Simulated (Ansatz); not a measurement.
# P: the cost of one run

Method: DFT PBEsol, scalar-relativistic, plane waves, PAW, in Ansatz 0.2.0.

## (1) The starting structure

It takes space group Cmce (No. 64, orthorhombic). The conventional cell has a = 5.151 Å, b = 8.730 Å, c = 5.158 Å, α = 90.00°, β = 90.00°, γ = 90.00°. Around P (site symmetry m) lie 7 P at 2.78 to 3.19 Å.

Coordinates:

```cif
data_structure
_symmetry_space_group_name_H-M 'P 1'
_symmetry_Int_Tables_number 1
_cell_length_a 5.0680
_cell_length_b 5.0680
_cell_length_c 5.1577
_cell_angle_alpha 90.000
_cell_angle_beta 90.000
_cell_angle_gamma 118.916
_cell_volume 115.96
loop_
_atom_site_label
_atom_site_type_symbol
_atom_site_fract_x
_atom_site_fract_y
_atom_site_fract_z
_atom_site_occupancy
P1 P 0.15250 0.84750 0.07850 1
P2 P 0.65250 0.34750 0.42150 1
P3 P 0.84750 0.15250 0.92150 1
P4 P 0.34750 0.65250 0.57850 1
```

This is candidate A: alpha-gallium type (Cmce, No. 64).

(A quick probe on a coarse mesh, which set the mesh and smearing, is not shown.)

## (3) A loose first relaxation (candidate A)

Input file input.yaml:

```yaml
crystal:
  lattice:
    - [2.5754014801, -4.3648279058, 0.0]
    - [2.5754014801, 4.3648279058, 0.0]
    - [0.0, 0.0, 5.1576544062]
  atoms:
    - { symbol: P, position: [0.1525, 0.8475, 0.0785] }
    - { symbol: P, position: [0.6525, 0.3475, 0.4215] }
    - { symbol: P, position: [0.8475, 0.1525, 0.9215] }
    - { symbol: P, position: [0.3475, 0.6525, 0.5785] }
basis:
  ecutwfc: 420
kpoints:
  mp_grid: { grid: [4, 4, 4] }
hamiltonian:
  xc: pbesol
scf:
  occupations: { method: gaussian, width: 0.1 }
  lower_state_search: "off"
output:
  forces: true
  stress: true
  eigenvalues: true
relax:
  adjacent_minimum: "off"
  f_tol: 0.04
  max_steps: 70
  cell: { stress_tol: 0.4 }
```

What time and memory should one allow on 1 thread of an Arm CPU, shared host?

About 44 s, with a peak of 0.34 GiB.
